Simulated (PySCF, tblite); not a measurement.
# C₄H₁₁FOSi₂: geometry, infrared bands and NMR shifts

Wanted: the infrared bands and NMR shifts of C₄H₁₁FOSi₂ (`CO[C@@H]1[SiH2][Si@H](F)[C@H]1C`), by calculation.

Programs: tblite 0.8.0 and PySCF 2.14.0, with density-fitted response routines of our own. Each step states its level of theory. These are calculated values for one molecule in the gas phase, unless marked as measured. Atoms are numbered from 0 throughout.

### 1 The molecule as given

19 atoms, charge 0, multiplicity 1; geometry from: force field or distance geometry start.

Bonds of the start (Å): C0–O1 1.36, O1–C2 1.33, C2–Si3 1.84, Si3–Si4 2.21, Si4–F5 1.68, Si4–C6 1.87, C6–C7 1.51, C6–C2 1.54, C0–H8 1.10, C0–H9 1.13, C0–H10 1.11, C2–H11 1.11, Si3–H12 1.45, Si3–H13 1.44, Si4–H14 1.47, C6–H15 1.13, C7–H16 1.11, C7–H17 1.12, C7–H18 1.12.

### 2 Relaxing the molecule with GFN2-xTB

Job settings and geometry (Å):

```
{"job": {"kind": "relax", "xc": "GFN2-xTB", "basis": "xTB"}, "charge": 0, "multiplicity": 1}
C      2.393400    -1.208600    -0.106700
O      1.533900    -0.436200     0.610600
C      0.560400     0.242100     0.002300
Si     0.334500     2.048800     0.292200
Si    -1.771300     1.392000     0.100900
F     -2.809600     1.846100     1.335000
C     -0.837200    -0.178200     0.488900
C     -1.427200    -1.281000    -0.353000
H      1.964700    -2.030200    -0.693600
H      3.067400    -1.713800     0.639800
H      3.080500    -0.571000    -0.708100
H      0.578000     0.064200    -1.096200
H      0.553800     2.565700     1.633000
H      0.758100     2.844000    -0.834100
H     -2.347400     1.436700    -1.247100
H     -0.859400    -0.417100     1.594100
H     -1.275700    -2.248300     0.163800
H     -2.514200    -1.047900    -0.443800
H     -0.992200    -1.298100    -1.385200
```

Started as:

```
> OMP_NUM_THREADS=1 python probes_run.py task.json out
```

One launch serves the whole session: the jobs run in the order shown.

**Question.** This job is followed by: GFN2-xTB harmonic vibrations, gas phase; GIAO PBE0/pcSseg-1 NMR shielding, non-relativistic, gas phase. What will the session give for the following? strongest single infrared mode (GFN2-xTB); zero-point energy (GFN2-xTB); ¹³C shifts against TMS (PBE0/pcSseg-1); ¹H shifts against TMS (PBE0/pcSseg-1, means over atoms taken as alike); ¹⁷O shifts against H2O (PBE0/pcSseg-1); ²⁹Si shifts against TMS (PBE0/pcSseg-1); ¹⁹F shifts against CFCl3 (PBE0/pcSseg-1); surface potential, 1st and 99th percentile.

The runs gave:

```
                                                              quantity                                         value
                             strongest single infrared mode (GFN2-xTB)                         2267 cm⁻¹, 513 km/mol
                                          zero-point energy (GFN2-xTB)                                 87.8 kcal/mol
                                ¹³C shifts against TMS (PBE0/pcSseg-1)                    80.8, 59.9, 45.8, 20.9 ppm
¹H shifts against TMS (PBE0/pcSseg-1, means over atoms taken as alike)  5.75, 4.73, 4.72, 3.44, 3.15, 2.47, 1.31 ppm
                                ¹⁷O shifts against H2O (PBE0/pcSseg-1)                                      49.0 ppm
                               ²⁹Si shifts against TMS (PBE0/pcSseg-1)                               41.9, -46.4 ppm
                              ¹⁹F shifts against CFCl3 (PBE0/pcSseg-1)                                    -207.9 ppm
                                 surface potential, 1st and 99th percentile                            -1.35 V and 1.37 V
```

What this shows: Over 205 steps the energy fell by 1.308 eV; of the close pairs, Si3–Si4 changed most, 2.214 to 2.320 Å. No mode is imaginary among the 51: a minimum at this level. The strongest single mode, at 2267 cm⁻¹, moves mainly H12 and H14. Unscaled tight-binding wavenumbers are off by several per cent, some by more. Its intensities can rank the bands wrongly. C2 (sp3 CH bonded to O and Si) lies farthest downfield among carbon, at 80.8 ppm; deshielded by the electronegative neighbour. At PBE0/pcSseg-1: The widest tensor belongs to Si4: span 165 ppm, with a paramagnetic part of -571 ppm. At PBE0/pcSseg-1, counted by nearest atom on the grid, the HOMO lies on O1 48 %; C6 14 %, the LUMO on Si4 26 %; Si3 16 %.
